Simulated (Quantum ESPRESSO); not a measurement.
# HfB (Fm-3m) in Quantum ESPRESSO: settings compared, part 4 of 4

Quantum ESPRESSO 7.5.

### Step 5. Phonons, LDA

Contents of pw.in:

```
&CONTROL
  calculation = 'scf'
  prefix = 'pwscf'
  outdir = './tmp'
  pseudo_dir = './pseudo'
  tprnfor = .true.
  tstress = .true.
  disk_io = 'low'
/
&SYSTEM
  ibrav = 0
  nat = 2
  ntyp = 2
  ecutwfc = 45
  ecutrho = 360
  nbnd = 13
  occupations = 'smearing'
  smearing = 'mv'
  degauss = 0.01469973
/
&ELECTRONS
  conv_thr = 4d-10
  electron_maxstep = 120
  mixing_beta = 0.5
/
ATOMIC_SPECIES
Hf   178.4900 hf_lda_v1.uspp.F.UPF
B     10.8100 b_lda_v1.4.uspp.F.UPF
CELL_PARAMETERS bohr
   0.0000000000    4.3652673479    4.3652673479
   4.3652673479    0.0000000000    4.3652673479
   4.3652673479    4.3652673479    0.0000000000
ATOMIC_POSITIONS bohr
Hf     4.3652673479    4.3652673479    4.3652673479
B      0.0000000000    0.0000000000    0.0000000000
K_POINTS automatic
10 10 10 0 0 0
```

Contents of relax.in:

```
&CONTROL
  calculation = 'vc-relax'
  prefix = 'pwscf'
  outdir = './tmp'
  pseudo_dir = './pseudo'
  tprnfor = .true.
  tstress = .true.
  disk_io = 'low'
  nstep = 40
  forc_conv_thr = 0.0001
  etot_conv_thr = 1d-06
/
&SYSTEM
  ibrav = 0
  nat = 2
  ntyp = 2
  ecutwfc = 45
  ecutrho = 360
  nbnd = 13
  occupations = 'smearing'
  smearing = 'mv'
  degauss = 0.01469973
/
&ELECTRONS
  conv_thr = 4d-10
  electron_maxstep = 120
  mixing_beta = 0.5
/
&IONS
  ion_dynamics = 'bfgs'
/
&CELL
  cell_dynamics = 'bfgs'
  press = 0
  press_conv_thr = 0.2
/
ATOMIC_SPECIES
Hf   178.4900 hf_lda_v1.uspp.F.UPF
B     10.8100 b_lda_v1.4.uspp.F.UPF
CELL_PARAMETERS bohr
   0.0000000000    4.3652673479    4.3652673479
   4.3652673479    0.0000000000    4.3652673479
   4.3652673479    4.3652673479    0.0000000000
ATOMIC_POSITIONS bohr
Hf     4.3652673479    4.3652673479    4.3652673479
B      0.0000000000    0.0000000000    0.0000000000
K_POINTS automatic
10 10 10 0 0 0
```

Contents of scf2.in:

```
&CONTROL
  calculation = 'scf'
  prefix = 'pwscf'
  outdir = './tmp'
  pseudo_dir = './pseudo'
  tprnfor = .true.
  tstress = .true.
  disk_io = 'low'
/
&SYSTEM
  ibrav = 0
  nat = 2
  ntyp = 2
  ecutwfc = 45
  ecutrho = 360
  nbnd = 13
  occupations = 'smearing'
  smearing = 'mv'
  degauss = 0.01469973
/
&ELECTRONS
  conv_thr = 1d-13
  electron_maxstep = 120
  mixing_beta = 0.5
  startingpot = 'file'
  startingwfc = 'file'
/
ATOMIC_SPECIES
Hf   178.4900 hf_lda_v1.uspp.F.UPF
B     10.8100 b_lda_v1.4.uspp.F.UPF
CELL_PARAMETERS bohr
   0.0000000000    4.4937315996    4.4937315996
   4.4937315996    0.0000000000    4.4937315996
   4.4937315996    4.4937315996    0.0000000000
ATOMIC_POSITIONS bohr
Hf     4.4937315996    4.4937315996    4.4937315996
B      0.0000000000    0.0000000000    0.0000000000
K_POINTS automatic
10 10 10 0 0 0
```

Contents of ph.in:

```
phonons of HfB
&INPUTPH
  prefix = 'pwscf'
  outdir = './tmp'
  tr2_ph = 1d-18
  fildyn = 'dyn'
  niter_ph = 90
  alpha_mix(1) = 0.4
/
0.0000000000 0.0000000000 0.0000000000
```

Contents of dynmat.in:

```
&INPUT
  fildyn = 'dyn'
  asr = 'crystal'
  filout = 'dynmat.disp'
  fileig = 'dynmat.eig'
/
```

Potentials or basis: GBRV 1.5 LDA.

The run is started by

```bash
OMP_NUM_THREADS=1 pw.x -in pw.in > pw.out
OMP_NUM_THREADS=1 pw.x -in relax.in > relax.out
OMP_NUM_THREADS=1 pw.x -in scf2.in > scf2.out
OMP_NUM_THREADS=1 ph.x -in ph.in > ph.out
OMP_NUM_THREADS=1 dynmat.x -in dynmat.in > dynmat.out
```

pw.out:

```text
This program is part of the open-source Quantum ESPRESSO suite
     for quantum simulation of materials; please cite
[... 9 lines left out ...]
     --------------------
     sticks:   dense  smooth     PW     G-vecs:    dense   smooth      PW
     Sum         955     475    151                19195     6855    1243

     Using Slab Decomposition

     bravais-lattice index     =            0
     lattice parameter (alat)  =       6.1734  a.u.
     unit-cell volume          =     166.3652 (a.u.)^3
     number of atoms/cell      =            2
     number of atomic types    =            2
     number of electrons       =        15.00
     number of Kohn-Sham states=           13
     kinetic-energy cutoff     =      45.0000  Ry
     charge density cutoff     =     360.0000  Ry
     scf convergence threshold =      4.0E-10
     mixing beta               =       0.5000
     number of iterations used =            8  plain     mixing
     Exchange-correlation=  SLA  PZ   NOGX NOGC
                           (   1   1   0   0   0   0   0)

     celldm(1)=   6.173420  celldm(2)=   0.000000  celldm(3)=   0.000000
     celldm(4)=   0.000000  celldm(5)=   0.000000  celldm(6)=   0.000000

     crystal axes: (cart. coord. in units of alat)
               a(1) = (   0.000000   0.707107   0.707107 )
               a(2) = (   0.707107   0.000000   0.707107 )
               a(3) = (   0.707107   0.707107   0.000000 )

     reciprocal axes: (cart. coord. in units 2 pi/alat)
               b(1) = ( -0.707107  0.707107  0.707107 )
               b(2) = (  0.707107 -0.707107  0.707107 )
               b(3) = (  0.707107  0.707107 -0.707107 )

     PseudoPot. # 1 for Hf read from file:
     hf_lda_v1.uspp.F.UPF
     Pseudo is Ultrasoft + core correction, Zval = 12.0
     Generated by new atomic code, or converted to UPF format
     Using radial grid of  921 points,  8 beta functions with:
                l(1) =   0
                l(2) =   0
                l(3) =   0
                l(4) =   1
                l(5) =   1
                l(6) =   2
                l(7) =   2
                l(8) =   3
     Q(r) pseudized with  6 coefficients,  rinner =    1.200   1.200   1.200
                                                       1.200   1.200   1.200
                                                       1.200

     PseudoPot. # 2 for B  read from file:
     b_lda_v1.4.uspp.F.UPF
     Pseudo is Ultrasoft + core correction, Zval =  3.0
     Generated by new atomic code, or converted to UPF format
     Using radial grid of  781 points,  4 beta functions with:
                l(1) =   0
                l(2) =   0
                l(3) =   1
                l(4) =   1
     Q(r) pseudized with  8 coefficients,  rinner =    1.100   1.100   1.100

     atomic species   valence    mass     pseudopotential
     Hf               12.00   178.49000     Hf( 1.00)
     B                 3.00    10.81000     B ( 1.00)

     48 Sym. Ops., with inversion, found

   Cartesian axes

     site n.     atom                  positions (alat units)
         1        Hf     tau(   1) = (   0.7071068   0.7071068   0.7071068  )
         2        B      tau(   2) = (   0.0000000   0.0000000   0.0000000  )

     number of k points=    47  Marzari-Vanderbilt smearing, width (Ry)=  0.0147
                       cart. coord. in units 2pi/alat
        k(    1) = (   0.0000000   0.0000000   0.0000000), wk =   0.0020000
        k(    2) = (   0.0707107   0.0707107  -0.0707107), wk =   0.0160000
        k(    3) = (   0.1414214   0.1414214  -0.1414214), wk =   0.0160000
        k(    4) = (   0.2121320   0.2121320  -0.2121320), wk =   0.0160000
        k(    5) = (   0.2828427   0.2828427  -0.2828427), wk =   0.0160000
        k(    6) = (  -0.3535534  -0.3535534   0.3535534), wk =   0.0080000
[... 39 lines left out ...]
        k(   46) = (  -0.0707107  -0.3535534   0.6363961), wk =   0.0480000
        k(   47) = (  -0.7071068   0.2828427   0.0000000), wk =   0.0240000

     Dense  grid:    19195 G-vectors     FFT dimensions: (  40,  40,  40)

     Smooth grid:     6855 G-vectors     FFT dimensions: (  27,  27,  27)

     Initial potential from superposition of free atoms

     starting charge      12.9998, renormalised to      15.0000

     negative rho (up, down):  1.242E-01 0.000E+00
     Starting wfcs are   17 randomized atomic wfcs

     Self-consistent Calculation

     iteration #  1     ecut=    45.00 Ry     beta= 0.50
     Davidson diagonalization with overlap
     ethr =  1.00E-02,  avg # of iterations =  2.5

     negative rho (up, down):  1.128E-01 0.000E+00
[... 76 lines left out ...]
     iteration # 10     ecut=    45.00 Ry     beta= 0.50
     Davidson diagonalization with overlap
     ethr =  1.14E-11,  avg # of iterations =  1.8

     negative rho (up, down):  1.137E-01 0.000E+00

     End of self-consistent calculation

          k = 0.0000 0.0000 0.0000 (   869 PWs)   bands (ev):

   -45.0236 -13.5663 -13.5663 -13.5663   5.2096  16.8057  16.8057  16.8057
    18.6287  18.6287  18.6287  18.8554  18.8554

          k = 0.0707 0.0707-0.0707 (   875 PWs)   bands (ev):
[... 146 lines left out ...]
   -44.9619 -14.2397 -13.8289 -13.8289   8.0487  13.5415  13.8354  17.0695
    17.0695  20.8815  22.4844  22.4844  23.9981

          k = 0.2828 0.1414 0.0000 (   854 PWs)   bands (ev):

   -44.9986 -13.8967 -13.6886 -13.6180   6.9377  13.4499  14.5967  15.1851
    17.2583  19.7691  20.9847  22.0562  25.4211

          k = 0.3536 0.2121-0.0707 (   852 PWs)   bands (ev):
[... 71 lines left out ...]
   -44.9620 -14.1008 -13.9738 -13.8338   8.9972  13.3512  13.4799  13.6668
    19.2482  20.9983  22.4989  22.5822  25.7612

     the Fermi energy is    14.6519 ev

!    total energy              =    -165.01297822 Ry
     estimated scf accuracy    <          9.3E-11 Ry
     smearing contrib. (-TS)   =       0.00005615 Ry
     internal energy E=F+TS    =    -165.01303436 Ry

     The total energy is F=E-TS. E is the sum of the following terms:
     one-electron contribution =     -10.03880771 Ry
     hartree contribution      =      12.84033685 Ry
     xc contribution           =     -78.47929457 Ry
     ewald contribution        =     -89.33526894 Ry

     convergence has been achieved in  10 iterations

     negative rho (up, down):  1.137E-01 0.000E+00

     Forces acting on atoms (cartesian axes, Ry/au):

     atom    1 type  1   force =     0.00000000    0.00000000   -0.00000000
     atom    2 type  2   force =     0.00000000    0.00000000   -0.00000000

     Total force =     0.000000     Total SCF correction =     0.000000

     Computing stress (Cartesian axis) and pressure

     negative rho (up, down):  1.137E-01 0.000E+00
          total   stress  (Ry/bohr**3)                   (kbar)     P=      197.72
   0.00134407   0.00000000   0.00000000          197.72        0.00        0.00
   0.00000000   0.00134407  -0.00000000            0.00      197.72       -0.00
  -0.00000000   0.00000000   0.00134407           -0.00        0.00      197.72

=------------------------------------------------------------------------------=
   JOB DONE.
=------------------------------------------------------------------------------=
```

relax.out:

```text
This program is part of the open-source Quantum ESPRESSO suite
     for quantum simulation of materials; please cite
[... 9 lines left out ...]
     --------------------
     sticks:   dense  smooth     PW     G-vecs:    dense   smooth      PW
     Sum         955     475    151                19195     6855    1243
[... 2438 lines left out ...]
   0.00001240  -0.00000000  -0.00000000            1.82       -0.00       -0.00
  -0.00000000   0.00001240  -0.00000000           -0.00        1.82       -0.00
  -0.00000000   0.00000000   0.00001240           -0.00        0.00        1.82

=------------------------------------------------------------------------------=
   JOB DONE.
=------------------------------------------------------------------------------=
```

scf2.out:

```text
This program is part of the open-source Quantum ESPRESSO suite
     for quantum simulation of materials; please cite
[... 9 lines left out ...]
     --------------------
     sticks:   dense  smooth     PW     G-vecs:    dense   smooth      PW
     Sum        1003     499    163                20875     7391    1363
[... 418 lines left out ...]
   0.00001240  -0.00000000  -0.00000000            1.82       -0.00       -0.00
  -0.00000000   0.00001240  -0.00000000           -0.00        1.82       -0.00
  -0.00000000  -0.00000000   0.00001240           -0.00       -0.00        1.82

=------------------------------------------------------------------------------=
   JOB DONE.
=------------------------------------------------------------------------------=
```

It took 3.2 min on 1 thread of Arm Neoverse V2, shared host; peak memory 0.19 GiB.

What came out:

| Item | Value |
| --- | --- |
| Free energy | -2245.2507 eV |
| Relaxed volume | 13.45 Å³/atom |
| Relaxed cell | a = 3.363 Å, b = 3.363 Å, c = 3.363 Å, α = 60.00°, β = 60.00°, γ = 60.00° |
| Space group after relaxing (to 0.05 Å) | Fm-3m (No. 225) |
| Pressure after relaxing | 0.2 GPa |
| Band gap on the k mesh | none (metal or under the smearing width) |
| Highest phonon frequency at Γ | 468 cm⁻¹ |

Step by step:
```
step  energy change (eV)  largest force (eV/Å)  pressure (GPa)  volume (Å³)
   1              0.0000                0.0000           19.77        24.65
   2             -0.1269                0.0000           -2.28        27.22
   3             -0.1293                0.0000           -0.27        26.93
   4             -0.1293                0.0000            0.00        26.89
   5             -0.1293                0.0000            0.00        26.89
```

Final structure:
```
CELL_PARAMETERS angstrom
0.00000 2.37798 2.37798
2.37798 0.00000 2.37798
2.37798 2.37798 0.00000
ATOMIC_POSITIONS crystal
Hf 0.50000 0.50000 0.50000
B 0.00000 0.00000 0.00000
```

Phonon frequencies in cm⁻¹ (negative: imaginary):
```tsv
q point	frequencies
(0.000, 0.000, 0.000)	-5 -5 -5 468 468 468
```

Optical modes at Γ, degenerate ones joined:
```tsv
cm⁻¹	components	symmetry	active in
468	3	T1u	IR
```

The run has no spin-orbit coupling, so splittings on Hf are missing.

### Step 6. Phonons, LDA, target pressure 2 GPa, at which the enthalpy is minimised

pw.in is that of step 5.

relax.in: that of step 5 with these lines changed.

```diff
@@ -33,3 +33,3 @@
   cell_dynamics = 'bfgs'
-  press = 0
+  press = 20
   press_conv_thr = 0.2
```

scf2.in: that of step 5 with these lines changed.

```diff
@@ -31,7 +31,7 @@
 CELL_PARAMETERS bohr
-   0.0000000000    4.4937315996    4.4937315996
-   4.4937315996    0.0000000000    4.4937315996
-   4.4937315996    4.4937315996    0.0000000000
+   0.0000000000    4.4785043423    4.4785043423
+   4.4785043423    0.0000000000    4.4785043423
+   4.4785043423    4.4785043423    0.0000000000
 ATOMIC_POSITIONS bohr
-Hf     4.4937315996    4.4937315996    4.4937315996
+Hf     4.4785043423    4.4785043423    4.4785043423
 B      0.0000000000    0.0000000000    0.0000000000
```

ph.in is that of step 5.

dynmat.in is that of step 5.

Potentials or basis: GBRV 1.5 LDA.

The run is started by

```bash
OMP_NUM_THREADS=1 pw.x -in pw.in > pw.out
OMP_NUM_THREADS=1 pw.x -in relax.in > relax.out
OMP_NUM_THREADS=1 pw.x -in scf2.in > scf2.out
OMP_NUM_THREADS=1 ph.x -in ph.in > ph.out
OMP_NUM_THREADS=1 dynmat.x -in dynmat.in > dynmat.out
```

pw.out:

```text
This program is part of the open-source Quantum ESPRESSO suite
     for quantum simulation of materials; please cite
         "P. Giannozzi et al., J. Phys.:Condens. Matter 21 395502 (2009);
         "P. Giannozzi et al., J. Phys.:Condens. Matter 29 465901 (2017);
         "P. Giannozzi et al., J. Chem. Phys. 152 154105 (2020);
     in publications or presentations arising from this work. More details at

     Message from routine setup:
     using ibrav=0 with symmetry is DISCOURAGED, use correct ibrav instead

     G-vector sticks info
     --------------------
     sticks:   dense  smooth     PW     G-vecs:    dense   smooth      PW
     Sum         955     475    151                19195     6855    1243

     Using Slab Decomposition

     bravais-lattice index     =            0
     lattice parameter (alat)  =       6.1734  a.u.
     unit-cell volume          =     166.3652 (a.u.)^3
     number of atoms/cell      =            2
     number of atomic types    =            2
     number of electrons       =        15.00
     number of Kohn-Sham states=           13
     kinetic-energy cutoff     =      45.0000  Ry
     charge density cutoff     =     360.0000  Ry
     scf convergence threshold =      4.0E-10
     mixing beta               =       0.5000
     number of iterations used =            8  plain     mixing
     Exchange-correlation=  SLA  PZ   NOGX NOGC
                           (   1   1   0   0   0   0   0)

[... 110 lines left out ...]

     negative rho (up, down):  1.242E-01 0.000E+00
     Starting wfcs are   17 randomized atomic wfcs

     Self-consistent Calculation

     iteration #  1     ecut=    45.00 Ry     beta= 0.50
     Davidson diagonalization with overlap
     ethr =  1.00E-02,  avg # of iterations =  2.5

     negative rho (up, down):  1.128E-01 0.000E+00
[... 76 lines left out ...]
     iteration # 10     ecut=    45.00 Ry     beta= 0.50
     Davidson diagonalization with overlap
     ethr =  1.14E-11,  avg # of iterations =  1.8

     negative rho (up, down):  1.137E-01 0.000E+00

     End of self-consistent calculation

          k = 0.0000 0.0000 0.0000 (   869 PWs)   bands (ev):

   -45.0236 -13.5663 -13.5663 -13.5663   5.2096  16.8057  16.8057  16.8057
    18.6287  18.6287  18.6287  18.8554  18.8554

          k = 0.0707 0.0707-0.0707 (   875 PWs)   bands (ev):
[... 146 lines left out ...]
   -44.9619 -14.2397 -13.8289 -13.8289   8.0487  13.5415  13.8354  17.0695
    17.0695  20.8815  22.4844  22.4844  23.9981

          k = 0.2828 0.1414 0.0000 (   854 PWs)   bands (ev):

   -44.9986 -13.8967 -13.6886 -13.6180   6.9377  13.4499  14.5967  15.1851
    17.2583  19.7691  20.9847  22.0562  25.4211

          k = 0.3536 0.2121-0.0707 (   852 PWs)   bands (ev):
[... 71 lines left out ...]
   -44.9620 -14.1008 -13.9738 -13.8338   8.9972  13.3512  13.4799  13.6668
    19.2482  20.9983  22.4989  22.5822  25.7612

     the Fermi energy is    14.6519 ev

!    total energy              =    -165.01297822 Ry
     estimated scf accuracy    <          9.3E-11 Ry
     smearing contrib. (-TS)   =       0.00005615 Ry
     internal energy E=F+TS    =    -165.01303436 Ry

     The total energy is F=E-TS. E is the sum of the following terms:
     one-electron contribution =     -10.03880771 Ry
     hartree contribution      =      12.84033685 Ry
     xc contribution           =     -78.47929457 Ry
     ewald contribution        =     -89.33526894 Ry

     convergence has been achieved in  10 iterations

     negative rho (up, down):  1.137E-01 0.000E+00

     Forces acting on atoms (cartesian axes, Ry/au):

     atom    1 type  1   force =     0.00000000    0.00000000   -0.00000000
     atom    2 type  2   force =     0.00000000    0.00000000   -0.00000000

     Total force =     0.000000     Total SCF correction =     0.000000

     Computing stress (Cartesian axis) and pressure

     negative rho (up, down):  1.137E-01 0.000E+00
          total   stress  (Ry/bohr**3)                   (kbar)     P=      197.72
   0.00134407   0.00000000   0.00000000          197.72        0.00        0.00
   0.00000000   0.00134407  -0.00000000            0.00      197.72       -0.00
  -0.00000000   0.00000000   0.00134407           -0.00        0.00      197.72

=------------------------------------------------------------------------------=
   JOB DONE.
=------------------------------------------------------------------------------=
```

Wall time 3.2 min (1 thread of Arm Neoverse V2, shared host); peak memory 0.19 GiB.

Results:

- Free energy: -2245.2482 eV
- Relaxed volume: 13.31 Å³/atom
- Relaxed cell: a = 3.352 Å, b = 3.352 Å, c = 3.352 Å, α = 60.00°, β = 60.00°, γ = 60.00°
- Space group after relaxing (to 0.05 Å): Fm-3m (No. 225)
- Pressure after relaxing: 2.2 GPa
- Band gap on the k mesh: none (metal or under the smearing width)
- Highest phonon frequency at Γ: 475 cm⁻¹

Step by step:
```tsv
step	energy change (eV)	largest force (eV/Å)	pressure (GPa)	volume (Å³)
1	0.0000	0.0000	19.77	24.65
2	-0.1292	0.0000	-0.43	26.95
3	-0.1280	0.0000	1.75	26.66
4	-0.1276	0.0000	2.00	26.62
5	-0.1276	0.0000	2.00	26.62
```

Final structure:
```
CELL_PARAMETERS angstrom
0.00000 2.36992 2.36992
2.36992 0.00000 2.36992
2.36992 2.36992 0.00000
ATOMIC_POSITIONS crystal
Hf 0.50000 0.50000 0.50000
B 0.00000 0.00000 0.00000
```

Levels at points of the mesh, in eV from the Fermi level:
| k point | band 5 | band 6 | band 7 | band 8 | band 9 | band 10 | band 11 | band 12 |
| --- | --- | --- | --- | --- | --- | --- | --- | --- |
| (0.00, 0.00, 0.00) | -9.21 | 2.06 | 2.06 | 2.06 | 3.75 | 3.75 | 3.75 | 3.90 |
| (0.00, 0.00, -0.50) | -4.77 | -4.13 | -1.24 | -1.24 | 5.95 | 5.95 | 6.86 | 8.12 |
| (0.00, -0.50, -0.50) | -6.40 | -1.04 | -0.93 | 2.16 | 2.16 | 5.73 | 7.17 | 7.17 |

Phonon frequencies in cm⁻¹ (negative: imaginary):
```
              q point           frequencies
(0.000, 0.000, 0.000)  -3 -3 -3 475 475 475
```

Optical modes at Γ, degenerate ones joined:
| cm⁻¹ | components | symmetry | active in |
| --- | --- | --- | --- |
| 475 | 3 | T1u | IR |

Spin-orbit coupling is left out, which matters for the levels of Hf.

### Step 7. The runs side by side

| task | level | potentials or basis | cell | k mesh | form of the LDA correlation | q mesh | gap on the mesh (eV) | pressure (GPa) |
| --- | --- | --- | --- | --- | --- | --- | --- | --- |
| phonon dispersion | LDA | GBRV 1.5 LDA | relaxed | 8 × 8 × 8 | PZ81 | 2 × 2 × 2 | none | 0.2 |
| phonon dispersion | PBE | GBRV 1.5 PBE | relaxed | 8 × 8 × 8 | - | 2 × 2 × 2 | none | 0.3 |
| phonon dispersion | PBEsol | GBRV 1.5 PBEsol | relaxed | 8 × 8 × 8 | - | 2 × 2 × 2 | none | 0.2 |
| phonons | LDA | GBRV 1.5 LDA | relaxed | 10 × 10 × 10 | PZ81 | - | none | 0.2 |
| phonons | LDA | GBRV 1.5 LDA | relaxed to 2 GPa | 10 × 10 × 10 | PZ81 | - | none | 2.2 |

Alike in all rows: no spin polarisation; cutoff (eV) 612; smearing cold 0.2 eV.

Caveats: the mesh is thin for the phonons of a metal (some runs).

Absolute energies hang on the potentials; compare differences alone.
